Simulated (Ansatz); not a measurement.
# BP2: the cost of one run

Computed with Ansatz 0.2.0 (DFT PBE, scalar-relativistic, plane waves, PAW, unless a step's input says otherwise).

1 further run of the same task is left out (it didn't finish).

## 1. The structure to begin with

The structure is cubic, space group Fm-3m (No. 225). The conventional cell has a = 5.432 Å, b = 5.432 Å, c = 5.432 Å, α = 90.00°, β = 90.00°, γ = 90.00°. B (site symmetry m-3m) has 8 P at 2.35 Å as nearest neighbours. P (site symmetry -43m) is surrounded by 4 B at 2.35 Å.

As a file:

```xyz
3
Lattice="0.0000 2.7161 2.7161 2.7161 0.0000 2.7161 2.7161 2.7161 0.0000" Properties=species:S:1:pos:R:3 pbc="T T T"
B     0.0000    0.0000    0.0000
P     1.3581    1.3581    1.3581
P     4.0742    4.0742    4.0742
```

This is candidate A: fluorite type (Fm-3m, No. 225).

(A quick probe on a coarse mesh, which set the mesh and smearing, is not shown.)

## 3. A loose first relaxation (candidate A)

The input, input.yaml:

```yaml
crystal:
  lattice:
    - [0.0, 2.7161116663, 2.7161116663]
    - [2.7161116663, 0.0, 2.7161116663]
    - [2.7161116663, 2.7161116663, 0.0]
  atoms:
    - { symbol: B, position: [0.0, 0.0, 0.0] }
    - { symbol: P, position: [0.25, 0.25, 0.25] }
    - { symbol: P, position: [0.75, 0.75, 0.75] }
basis:
  ecutwfc: 420
kpoints:
  mp_grid: { grid: [6, 6, 6] }
hamiltonian:
  xc: pbe
scf:
  occupations: { method: gaussian, width: 0.1 }
  lower_state_search: "off"
output:
  forces: true
  stress: true
  eigenvalues: true
relax:
  adjacent_minimum: "off"
  f_tol: 0.04
  max_steps: 70
  cell: { stress_tol: 0.4 }
```

Run with:

```
$ ansatz run input.yaml --threads 1 --pin off --max-ram 2560MiB --backend cpu --events-out ev --progress --plain --runs-dir out
```

What time and memory should one allow on 1 thread of Arm Neoverse V2, shared host?

About 2.7 s, with a peak of 0.27 GiB.
